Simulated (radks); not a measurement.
# Polarisabilities and dispersion coefficients of Xe, Cs⁺, Ba²⁺ and others

Aim: static dipole polarisabilities and C6 coefficients, each species in its NIST ground configuration. After each ground state the linear response is solved; its values go to the run's result record, not to the log. Response by self-consistent Sternheimer equations with the Hartree and adiabatic LDA kernel, the relativistic mass of each level held fixed and spin-orbit coupling left out.

Program: radks (a radial shooting solver on a logarithmic mesh, Libxc functionals) version 1. Level of theory: scalar-relativistic Kohn-Sham, PBE, spin-polarised, spherical densities, finite nucleus; open shells are filled with parallel spins first. These are calculated values, not measurements, unless marked.

## (1) Starting point

- species: Xe ([Xe]), Cs⁺ ([Xe]), Ba²⁺ ([Xe]), La³⁺ ([Xe]), Ce⁴⁺ ([Xe]), Pr⁵⁺ ([Xe]), Nd⁶⁺ ([Kr] 4d10 4f2 5s2 5p4), Pm⁷⁺ ([Kr] 4d10 4f3 5s2 5p3), Sm⁸⁺ ([Kr] 4d10 4f4 5s2 5p2)

## (2) Xe, [Xe]

Input:

```text
Z 54
configuration [Xe]
relativity scalar-relativistic
functional pbe,pbe
spin polarised
nucleus finite rms 4.7859 fm
c 137.035999084
response adiabatic LDA kernel
```

## (3) Cs⁺, [Xe]

Input:

```text
Z 55
configuration [Xe]
relativity scalar-relativistic
functional pbe,pbe
spin polarised
nucleus finite rms 4.8041 fm
c 137.035999084
response adiabatic LDA kernel
```

## (4) Ba²⁺, [Xe]

Input:

```text
Z 56
configuration [Xe]
relativity scalar-relativistic
functional pbe,pbe
spin polarised
nucleus finite rms 4.8378 fm
c 137.035999084
response adiabatic LDA kernel
```

## (5) La³⁺, [Xe]

Input:

```text
Z 57
configuration [Xe]
relativity scalar-relativistic
functional pbe,pbe
spin polarised
nucleus finite rms 4.855 fm
c 137.035999084
response adiabatic LDA kernel
```

## (6) Ce⁴⁺, [Xe]

Input:

```text
Z 58
configuration [Xe]
relativity scalar-relativistic
functional pbe,pbe
spin polarised
nucleus finite rms 4.8771 fm
c 137.035999084
response adiabatic LDA kernel
```

## (7) Pr⁵⁺, [Xe]

Input:

```text
Z 59
configuration [Xe]
relativity scalar-relativistic
functional pbe,pbe
spin polarised
nucleus finite rms 4.8919 fm
c 137.035999084
response adiabatic LDA kernel
```

## (8) Nd⁶⁺, [Kr] 4d10 4f2 5s2 5p4

Input:

```text
Z 60
configuration [Kr] 4d10 4f2 5s2 5p4
relativity scalar-relativistic
functional pbe,pbe
spin polarised
nucleus finite rms 4.9123 fm
c 137.035999084
response adiabatic LDA kernel
```

## (9) Pm⁷⁺, [Kr] 4d10 4f3 5s2 5p3

Input:

```text
Z 61
configuration [Kr] 4d10 4f3 5s2 5p3
relativity scalar-relativistic
functional pbe,pbe
spin polarised
nucleus finite rms 4.962 fm
c 137.035999084
response adiabatic LDA kernel
```

## (10) Sm⁸⁺, [Kr] 4d10 4f4 5s2 5p2

Input:

```text
Z 62
configuration [Kr] 4d10 4f4 5s2 5p2
relativity scalar-relativistic
functional pbe,pbe
spin polarised
nucleus finite rms 5.0819 fm
c 137.035999084
response adiabatic LDA kernel
```

Q: Predict the outcome of this session. Wanted: for each run, species; −ε(HOMO); α; α uncoupled; C6; C8; recommended α.

As calculated:

```tsv
species	−ε(HOMO) (eV)	α (bohr³)	α uncoupled (bohr³)	C6 (hartree bohr⁶)	C8 (hartree bohr⁸)	recommended α (bohr³)
Xe	8.235	28.92	47.66	308.0	12934	27.32
Cs⁺	18.671	16.27	27.37	141.2	4252	-
Ba²⁺	30.908	10.73	18.20	78.87	1876	-
La³⁺	44.744	7.696	13.10	49.10	966.5	-
Ce⁴⁺	60.065	5.815	9.911	32.76	549.0	-
Pr⁵⁺	76.798	4.555	7.764	22.95	333.0	-
Nd⁶⁺	82.586	3.682	6.311	15.54	-	-
Pm⁷⁺	101.73	2.959	5.056	10.79	-	-
Sm⁸⁺	121.57	2.407	4.105	7.578	-	-
```

In words: Uncoupled leaves out the potential induced by the response; C6 and C8 are for like pairs. Xe is the most polarisable and Sm⁸⁺ the least, a factor 12.0 apart. For the pair Xe–Sm⁸⁺ the Casimir-Polder integral gives C6 = 41.32, the rule 2·Ca·Cb/(Ca·αb/αa + Cb·αa/αb) on the like-pair values 40.00. Against the recommended values (Schwerdtfeger and Nagle, 2023 table) the misses are Xe +6 %. C8 is given only where no p, d or f shell is open. For heavy and open-shell atoms this level can miss by tens of per cent.
